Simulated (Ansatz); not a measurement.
# H10N2OSi (built from SMILES N.N[SiH3].O): a short trajectory

Aim: follow the atoms for 40 steps of 0.5 fs with a Langevin thermostat, with velocities drawn for 700 K, and see to which side of the barrier the system falls.

The runs use Ansatz 0.2.0, Gaussian basis; PBE0-D4/def2-SVP.

## Step 1: The starting structure

The start, a first-order saddle point found at PBE0-D4 in triple zeta: 14 atoms, charge 0, spin multiplicity 1.

Atoms are counted from 1 here; the program's logs count them from 0.

Bond lengths: Si1–N2 1.787 Å, Si1–H3 1.555 Å, Si1–H4 1.552 Å, Si1–H5 1.507 Å, Si1–O7 1.835 Å, N2–H10 1.012 Å, N2–H11 1.013 Å, H6–O7 1.267 Å, H6–N9 1.232 Å, O7–H12 0.965 Å, H8–N9 1.044 Å, N9–H13 1.013 Å, N9–H14 1.013 Å. Angles: N2–Si1–H3 91.3°, N2–Si1–H4 89.4°, N2–Si1–H5 123.5°, N2–Si1–O7 114.9°, H3–Si1–H4 167.6°, H3–Si1–H5 95.1°, H3–Si1–O7 85.3°, H4–Si1–H5 94.8°, H4–Si1–O7 83.2°, H5–Si1–O7 121.5°, Si1–N2–H10 116.5°, Si1–N2–H11 115.2°, H10–N2–H11 110.1°, O7–H6–N9 162.9°, Si1–O7–H6 99.8°, Si1–O7–H12 107.1°, H6–O7–H12 112.0°, H6–N9–H8 98.2° and more.

Geometry (Å):

| atom | x (Å) | y (Å) | z (Å) |
| --- | --- | --- | --- |
| Si1 | 0.8628 | 0.9456 | 0.2718 |
| N2 | 1.1291 | -0.7574 | 0.7443 |
| H3 | 1.7924 | 0.7849 | -0.9641 |
| H4 | -0.3071 | 1.0280 | 1.2881 |
| H5 | 1.6258 | 2.1026 | 0.8626 |
| H6 | -1.1664 | 0.1657 | -0.7482 |
| O7 | -0.4737 | 1.2056 | -0.9583 |
| H8 | -0.6682 | -1.2429 | 0.1122 |
| N9 | -1.5630 | -0.9172 | -0.3151 |
| H10 | 1.9718 | -1.1960 | 0.3958 |
| H11 | 1.0168 | -0.9536 | 1.7316 |
| H12 | -0.0614 | 1.1951 | -1.8307 |
| H13 | -1.9044 | -1.5776 | -1.0028 |
| H14 | -2.2545 | -0.7827 | 0.4129 |

## Step 2: The run

md/in.yaml reads:

```yaml
crystal:
  periodic: [false, false, false]
  atoms:
    - {symbol: Si, position_ang: [0.862800, 0.945579, 0.271800]}
    - {symbol: N, position_ang: [1.129073, -0.757400, 0.744265]}
    - {symbol: H, position_ang: [1.792447, 0.784886, -0.964139]}
    - {symbol: H, position_ang: [-0.307054, 1.027964, 1.288132]}
    - {symbol: H, position_ang: [1.625769, 2.102588, 0.862578]}
    - {symbol: H, position_ang: [-1.166380, 0.165664, -0.748178]}
    - {symbol: O, position_ang: [-0.473691, 1.205592, -0.958321]}
    - {symbol: H, position_ang: [-0.668163, -1.242943, 0.112247]}
    - {symbol: N, position_ang: [-1.562999, -0.917211, -0.315118]}
    - {symbol: H, position_ang: [1.971783, -1.195970, 0.395817]}
    - {symbol: H, position_ang: [1.016796, -0.953639, 1.731641]}
    - {symbol: H, position_ang: [-0.061358, 1.195126, -1.830742]}
    - {symbol: H, position_ang: [-1.904414, -1.577567, -1.002775]}
    - {symbol: H, position_ang: [-2.254508, -0.782666, 0.412893]}
basis:
  gaussian: {orbitals: def2-SVP}
hamiltonian: {xc: pbe0, dispersion: d4}
md: {n_steps: 40, timestep: 0.5, temperature: 700, ensemble: nvt_langevin, seed: 752, friction: 0.002, initial_velocities: maxwell_boltzmann}
```

Run with:

```sh
> ansatz run in.yaml --threads 8 --pin off --events-out ev --progress --plain --max-ram 19148MiB
```

What does the calculation give? Wanted: temperature at the start; mean temperature, second half; lowest and highest potential energy, from the first frame; largest change of potential + kinetic; bonds lost by distance.

**Answer**, as computed:

```
                                                 quantity              value
                                                   length  40 steps, 20.0 fs
                                 temperature at the start              650 K
                            mean temperature, second half              357 K
lowest and highest potential energy, from the first frame      0 and 694 meV
                    largest change of potential + kinetic           36.8 meV
                                   bonds lost by distance              H6–N9
```

By the last frame it has moved back towards the start side of the step. The thermostat trades energy with the molecule, so the sum of potential and kinetic energy isn't conserved: it changes by -22 meV over the run. The mean temperature of the second half is still well below the 700 K set. The instant temperature ranges from 280 to 650 K, as energy passes between motion and strain. Under Langevin the temperature counts 3N degrees of freedom, more than the drawn velocities fill, so it starts at 650 K, not 700 K.
